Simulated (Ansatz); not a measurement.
# TiSi16: the cost of one run

All numbers below are computed with Ansatz 0.2.0 (DFT PBE, plane waves, PAW, scalar-relativistic, no spin polarisation).

## (1) The structure to begin with

The cell holds 17 atoms (Si16Ti): a = 7.679 Å, b = 7.679 Å, c = 7.679 Å, α = 60.00°, β = 60.00°, γ = 60.00°.

The coordinates stand in the first input below.

## (2) End point A

The input, input.yaml:

```yaml
crystal:
  lattice:
    - [0.0, 5.43, 5.43]
    - [5.43, 0.0, 5.43]
    - [5.43, 5.43, 0.0]
  atoms:
    - { symbol: Si, position: [0.0, 0.0, 0.0] }
    - { symbol: Si, position: [0.125, 0.125, 0.125] }
    - { symbol: Si, position: [0.0, 0.0, 0.5] }
    - { symbol: Si, position: [0.125, 0.125, 0.625] }
    - { symbol: Si, position: [0.0, 0.5, 0.0] }
    - { symbol: Si, position: [0.125, 0.625, 0.125] }
    - { symbol: Si, position: [0.0, 0.5, 0.5] }
    - { symbol: Si, position: [0.125, 0.625, 0.625] }
    - { symbol: Si, position: [0.5, 0.0, 0.0] }
    - { symbol: Si, position: [0.625, 0.125, 0.125] }
    - { symbol: Si, position: [0.5, 0.0, 0.5] }
    - { symbol: Si, position: [0.625, 0.125, 0.625] }
    - { symbol: Si, position: [0.5, 0.5, 0.0] }
    - { symbol: Si, position: [0.625, 0.625, 0.125] }
    - { symbol: Si, position: [0.5, 0.5, 0.5] }
    - { symbol: Si, position: [0.625, 0.625, 0.625] }
    - { symbol: Ti, position: [0.8746031, 0.3799803, 0.877536] }
basis:
  ecutwfc: 420.0
kpoints:
  mp_grid: { grid: [2, 2, 2] }
hamiltonian:
  xc: pbe
  pseudopotentials: { kind: paw, azcp: { folder: soft_1 } }
scf:
  occupations: { method: gaussian, width: 0.02 }
  lower_state_search: "off"
relax:
  f_tol: 0.03
  max_steps: 60
  adjacent_minimum: "off"
```

Command:

```console
$ ansatz run input.yaml --threads 1 --pin off --max-ram 3072MiB --backend cpu --events-out ev --progress --plain --runs-dir out
```

What time and memory should one allow on 1 thread of Arm Neoverse V2, shared host?

About 97 s, with a peak of 0.55 GiB.
